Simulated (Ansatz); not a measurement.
# KMo2: a trial structure relaxed

Where does KMo2 go from the start given, CaCl2 type (Pnnm, No. 58)?

Program: Ansatz 0.2.0. Level of theory: DFT PBE, scalar-relativistic, plane waves, PAW. These are calculated values, not measurements.

## 1. The system as given

Symmetry: Pnnm, No. 58, orthorhombic system. Conventional cell: a = 5.855 Å, b = 6.033 Å, c = 3.941 Å, α = 90.00°, β = 90.00°, γ = 90.00°. K (site symmetry 2/m) has 6 Mo at 2.54 to 2.59 Å as nearest neighbours. Around Mo (site symmetry m) lie 3 K at 2.54 to 2.59 Å.

As a file:

```
CELL_PARAMETERS angstrom
5.85506 0.00000 0.00000
0.00000 6.03334 0.00000
0.00000 0.00000 3.94090
ATOMIC_POSITIONS crystal
K 0.50000 0.50000 0.50000
K 0.00000 0.00000 0.00000
Mo 0.22500 0.82500 0.50000
Mo 0.72500 0.67500 0.00000
Mo 0.77500 0.17500 0.50000
Mo 0.27500 0.32500 0.00000
```

(A quick probe on a coarse mesh, which set the mesh and smearing, is not shown.)

## 3. Rough relaxation on the coarse mesh

File input.yaml:

```yaml
crystal:
  lattice:
    - [5.8550581604, 0.0, 0.0]
    - [0.0, 6.0333371749, 0.0]
    - [0.0, 0.0, 3.9409045311]
  atoms:
    - { symbol: K, position: [0.5, 0.5, 0.5] }
    - { symbol: K, position: [0.0, 0.0, 0.0] }
    - { symbol: Mo, position: [0.225, 0.825, 0.5] }
    - { symbol: Mo, position: [0.725, 0.675, 0.0] }
    - { symbol: Mo, position: [0.775, 0.175, 0.5] }
    - { symbol: Mo, position: [0.275, 0.325, 0.0] }
basis:
  ecutwfc: 420
kpoints:
  mp_grid: { grid: [4, 4, 4] }
hamiltonian:
  xc: pbe
scf:
  occupations: { method: gaussian, width: 0.1 }
  lower_state_search: "off"
output:
  forces: true
  stress: true
  eigenvalues: true
relax:
  adjacent_minimum: "off"
  f_tol: 0.04
  max_steps: 70
  cell: { stress_tol: 0.4 }
```

Run with:

```
$ ansatz run input.yaml --threads 1 --pin off --max-ram 2560MiB --backend cpu --events-out ev --progress --plain --runs-dir out
```

Further runs follow: a loose first relaxation; the relaxation.

**Question.** What will these runs give?

The runs gave:

Formation energies count from the elements, computed with the same settings in runs not shown here.

```
                          quantity                                                                      value
                              cell  a = 2.672 Å, b = 8.272 Å, c = 5.886 Å, α = 90.00°, β = 90.00°, γ = 90.00°
                       space group                                                              Pnnm (No. 58)
                            volume                                                              21.68 Å³/atom
                   gap on the mesh                                                               none (metal)
formation energy from the elements                                                             +1.493 eV/atom
```

**Reading.** The space group stayed Pnnm, and from the first guess the volume went from 23.20 to 21.68 Å³/atom. The formation energy of +1.49 eV/atom is positive, so the elements lie lower than this structure; another structure of the compound can lie lower.
